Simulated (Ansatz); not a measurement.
The system is Ti3Se.

```xyz
4
Lattice="3.1974 0.0000 0.0000 -1.5987 2.7691 0.0000 0.0000 0.0000 7.9427" Properties=species:S:1:pos:R:3 pbc="T T T"
Se    0.0000    0.0000    0.0000
Ti    1.5987    0.9230    3.9714
Ti    0.0000    1.8460    6.1390
Ti    0.0000    1.8460    1.8038
```

The cell comes from a database or a generator and needn't be the stable form of this composition.

Base run:

| Quantity | Value |
| --- | --- |
| Program | Ansatz 0.2.0 |
| Functional | PBEsol |
| Potentials or basis | Ansatz PAW |
| Cutoff | 420 eV (not typed: the program's choice for these potentials) |
| k mesh | 10 × 10 × 4 |
| Occupations | fermi-dirac, width 0.05 eV |
| Spin | no spin polarisation |
| Hubbard terms | Ti d U = 4 eV |

Its results: band gap on the k mesh none (metal or under the smearing width); pressure 0.6 GPa; largest force 0.084 eV/Å.

Problem. The run is repeated on the same cell with these changes: hubbard terms from Ti d U = 4 eV to Ti d U = 1 eV. What comes out?

Solution. Band gap on the k mesh none (metal or under the smearing width); pressure -3.3 GPa; largest force 0.086 eV/Å.

Caveats: U without spin polarisation on a metal has little footing; the PAW data sets come from PBE, with cores solved anew for the run's functional, which leaves a small shift of forces and pressure.
